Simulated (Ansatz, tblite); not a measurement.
# GeMe4 (C4H12Ge): which spin state is lowest

Is the singlet the ground state of GeMe4 (C4H12Ge)? Other spin states are computed and compared level by level.

The runs use Ansatz 0.2.0, Gaussian basis; as each input shows.

Levels to be run: triplet, at the geometry of the singlet (GFN1-xTB, GFN2-xTB, PBE0-D4/def2-TZVP, PBE-D4/def2-TZVP, r2SCAN-D4/def2-TZVP); the singlet's energies come from earlier runs.

2 further runs of the same task are left out: 2 set aside as unsound or not needed.

**1. The structure**

The singlet was relaxed beforehand with PBE-D4/def2-SVP.

17 atoms, charge 0, spin multiplicity 1.

Bond lengths: Ge1–C2 1.973 Å, Ge1–C6 1.973 Å, Ge1–C10 1.973 Å, Ge1–C14 1.973 Å, C2–H3 1.108 Å, C2–H4 1.108 Å, C2–H5 1.108 Å, C6–H7 1.108 Å, C6–H8 1.108 Å, C6–H9 1.108 Å, C10–H11 1.108 Å, C10–H12 1.108 Å, C10–H13 1.108 Å, C14–H15 1.108 Å, C14–H16 1.108 Å, C14–H17 1.108 Å. Angles: C2–Ge1–C6 109.5°, C2–Ge1–C10 109.5°, C2–Ge1–C14 109.5°, C6–Ge1–C10 109.5°, C6–Ge1–C14 109.5°, C10–Ge1–C14 109.5°, Ge1–C2–H3 110.7°, Ge1–C2–H4 110.7°, Ge1–C2–H5 110.7°, H3–C2–H4 108.2°, H3–C2–H5 108.2°, H4–C2–H5 108.2°, Ge1–C6–H7 110.7°, Ge1–C6–H8 110.7°, Ge1–C6–H9 110.7°, H7–C6–H8 108.2°, H7–C6–H9 108.2°, H8–C6–H9 108.2° and more.

**2. Triplet at the fixed geometry, GFN1-xTB**

Tight binding, by tblite at 300 K electronic temperature and without a spin-polarisation term:

```python
tblite.interface.Calculator('GFN1-xTB', numbers, positions, charge=0, uhf=2).singlepoint()
```

Energy -443.5066 eV; 0.012 s.

**3. Triplet at the fixed geometry, GFN2-xTB**

Tight binding, by tblite at 300 K electronic temperature and without a spin-polarisation term:

```python
tblite.interface.Calculator('GFN2-xTB', numbers, positions, charge=0, uhf=2).singlepoint()
```

Energy -442.2743 eV; 0.008 s.

**4. Triplet at the fixed geometry, PBE0-D4/def2-TZVP**

in.yaml reads:

```yaml
crystal:
  periodic: [false, false, false]
  atoms:
    - {symbol: Ge, position_ang: [0.000048, 0.000009, -0.000023]}
    - {symbol: C, position_ang: [-0.002485, -0.017069, 1.973053]}
    - {symbol: H, position_ang: [-1.039908, -0.018205, 2.363579]}
    - {symbol: H, position_ang: [0.517433, 0.876369, 2.373321]}
    - {symbol: H, position_ang: [0.513536, -0.919575, 2.357729]}
    - {symbol: C, position_ang: [1.861211, 0.008452, -0.655258]}
    - {symbol: H, position_ang: [1.886506, 0.014579, -1.763444]}
    - {symbol: H, position_ang: [2.405379, -0.890053, -0.301226]}
    - {symbol: H, position_ang: [2.400577, 0.905930, -0.291419]}
    - {symbol: C, position_ang: [-0.931760, 1.615271, -0.645001]}
    - {symbol: H, position_ang: [-0.938705, 1.647459, -1.753008]}
    - {symbol: H, position_ang: [-0.429519, 2.531533, -0.274903]}
    - {symbol: H, position_ang: [-1.982249, 1.629073, -0.291375]}
    - {symbol: C, position_ang: [-0.926917, -1.606667, -0.672816]}
    - {symbol: H, position_ang: [-1.975213, -1.633391, -0.313469]}
    - {symbol: H, position_ang: [-0.417677, -2.527616, -0.324560]}
    - {symbol: H, position_ang: [-0.940237, -1.616119, -1.781191]}
basis:
  gaussian: {orbitals: def2-TZVP}
magnetization: {spin_polarized: true, initial_magnetization: 2}
hamiltonian: {xc: pbe0, dispersion: d4}
scf: {omitted_lower_state_checks: [starts]}
output: {orbitals: {seedname: orbitals}}
```

Launch:

```bash
ansatz run in.yaml --threads 2 --pin off --events-out ev --progress --plain --max-ram 32768MiB --backend cpu
```

What it wrote:

```text
Functional definition: PBE0
  name "PBE0"
  cite "Adamo & Barone, J. Chem. Phys. 110, 6158 (1999) doi:10.1063/1.478522"
  cite "Perdew, Burke & Ernzerhof, Phys. Rev. Lett. 77, 3865 (1996) doi:10.1103/PhysRevLett.77.3865"
  parent pbe
  parameter a = 0.25
  parameter kappa = 0.804
  parameter beta = 0.06672455060314922
  exchange = (1 - a)*pbe_x(kappa = kappa, mu = beta*pi^2/3) + a*exact_x
  correlation = pbe_c(beta = beta)
these checks for a lower state are left out or cut short: starts
1649 factors; their error is unknown
mean field evaluation 1: about -60827.4727 eV, gradient 6.0e1 eV
mean field evaluation 2: about -60817.7874 eV, gradient 7.0e1 eV
mean field evaluation 4: about -60843.8014 eV, gradient 8.4e0 eV
mean field evaluation 8: about -60844.2601 eV, gradient 4.3e-1 eV
mean field evaluation 16: about -60844.2482 eV, gradient 3.3e-1 eV
mean field evaluation 32: about -60844.5067 eV, gradient 6.1e-6 eV
mean field -60844.50670028 eV, -2235.9943793475 hartree, gradient 6.1e-6 eV, S^2 2.003934; 0 other end points of the search recorded, 0 dependent functions left out
reference -60844.50673886 eV, -2235.9943807650 hartree; 35, 33 occupied and 209, 211 virtual orbitals, 1649 factors
Total energy: -60844.80080600 eV, -2236.0051875334 hartree
Checks for a lower state left out: starts
```

Wall time 34 s (2 threads of AMD EPYC 7R13, shared host); peak memory 1.1 GiB.

HOMO -1.07 eV, LUMO -7.10 eV (over both spins; with the spin held, an empty level of the minority spin lies below the top filled one); ⟨S²⟩ 2.004 (pure: 2.00).

**5. Triplet at the fixed geometry, PBE-D4/def2-TZVP**

start.molden holds the orbitals of an earlier run on this state, given as this run's starting guess.

Changes to in.yaml since step 4:

```diff
@@ -21,5 +21,5 @@
 basis:
-  gaussian: {orbitals: def2-TZVP}
+  gaussian: {orbitals: def2-TZVP, initial_orbitals: start.molden}
 magnetization: {spin_polarized: true, initial_magnetization: 2}
-hamiltonian: {xc: pbe0, dispersion: d4}
+hamiltonian: {xc: pbe, dispersion: d4}
 scf: {omitted_lower_state_checks: [starts]}
```

Same command.

What it wrote:

```text
Functional definition: PBE
  name "PBE"
  cite "Perdew, Burke & Ernzerhof, Phys. Rev. Lett. 77, 3865 (1996) doi:10.1103/PhysRevLett.77.3865"
  parent pbe
  parameter kappa = 0.804
  parameter beta = 0.06672455060314922
  exchange = pbe_x(kappa = kappa, mu = beta*pi^2/3)
  correlation = pbe_c(beta = beta)
these checks for a lower state are left out or cut short: starts
1606 factors; their error is unknown
mean field evaluation 1: about -60842.4083 eV, gradient 8.0e0 eV
mean field evaluation 2: about -60842.5728 eV, gradient 2.5e-1 eV
mean field evaluation 4: about -60842.4886 eV, gradient 3.6e-2 eV
mean field evaluation 8: about -60842.5520 eV, gradient 2.0e0 eV
mean field evaluation 16: about -60842.5994 eV, gradient 2.7e-5 eV
mean field -60842.59943183 eV, -2235.9242885245 hartree, gradient 2.9e-6 eV, S^2 2.002043; 0 other end points of the search recorded, 0 dependent functions left out
reference -60842.59949186 eV, -2235.9242907307 hartree; 35, 33 occupied and 209, 211 virtual orbitals, 1606 factors
Total energy: -60842.94236433 eV, -2235.9368910616 hartree
Checks for a lower state left out: starts
```

Wall time 23 s (2 threads of AMD EPYC 7R13, shared host).

From the report: HOMO -0.72 eV, LUMO -7.84 eV (over both spins; with the spin held, an empty level of the minority spin lies below the top filled one); ⟨S²⟩ 2.002 (pure: 2.00).

**6. Triplet at the fixed geometry, r2SCAN-D4/def2-TZVP**

Changes to in.yaml since step 5:

```diff
@@ -23,3 +23,3 @@
 magnetization: {spin_polarized: true, initial_magnetization: 2}
-hamiltonian: {xc: pbe, dispersion: d4}
+hamiltonian: {xc: r2scan, dispersion: d4}
 scf: {omitted_lower_state_checks: [starts]}
```

Same command.

What it wrote:

```text
Functional definition: r2SCAN
  name "r2SCAN"
  cite "Furness, Kaplan, Ning, Perdew & Sun, J. Phys. Chem. Lett. 11, 8208 (2020) doi:10.1021/acs.jpclett.0c02405"
  cite "Furness, Kaplan, Ning, Perdew & Sun, J. Phys. Chem. Lett. 11, 9248 (2020) doi:10.1021/acs.jpclett.0c03077"
  parent r2scan
  parameter k0 = 0.174
  parameter k1 = 0.065
  parameter a1 = 4.9479
  exchange = r2scan_x(k0 = k0, k1 = k1, a1 = a1)
  correlation = r2scan_c
these checks for a lower state are left out or cut short: starts
1606 factors; their error is unknown
mean field evaluation 1: about -60854.2325 eV, gradient 5.0e0 eV
mean field evaluation 2: about -60854.2948 eV, gradient 8.7e-2 eV
mean field evaluation 4: about -60854.2280 eV, gradient 1.3e-3 eV
mean field evaluation 8: about -60854.2280 eV, gradient 3.2e-5 eV
mean field -60854.22796465 eV, -2236.3516292238 hartree, gradient 3.3e-6 eV, S^2 2.005567; 0 other end points of the search recorded, 0 dependent functions left out
reference -60854.22798445 eV, -2236.3516299513 hartree; 35, 33 occupied and 209, 211 virtual orbitals, 1606 factors
Total energy: -60854.32032836 eV, -2236.3550235274 hartree
Checks for a lower state left out: starts
```

It took 35 s on 2 threads of AMD EPYC 7R13, shared host; peak memory 0.58 GiB.

Report: HOMO -0.74 eV, LUMO -7.70 eV (over both spins; with the spin held, an empty level of the minority spin lies below the top filled one); ⟨S²⟩ 2.006 (pure: 2.00).

**7. Triplet less singlet, vertical**

The singlet's energies are those of its earlier runs, whose logs aren't repeated here.

```
              level  triplet less singlet, vertical (eV)     time
           GFN1-xTB                               +7.492  0.024 s
           GFN2-xTB                               +8.867  0.013 s
   PBE-D4/def2-TZVP                               +7.006     27 s
r2SCAN-D4/def2-TZVP                               +7.428     43 s
  PBE0-D4/def2-TZVP                               +7.576     41 s
```

Times add the two runs; a level without a time comes out of a correlated run. Tight binding without a spin term can't rank spin states.

**8. What came out**

| quantity | value |
| --- | --- |
| triplet less singlet, vertical, functionals in def2-TZVP | +7.006 (PBE-D4) to +7.576 eV (PBE0-D4) |

In words: All functionals put the triplet above the singlet, over a spread of 0.570 eV. The checks for a lower triplet were left out, so another state of that spin may lie lower. These are electronic energies, without zero-point motion, entropy or surroundings.
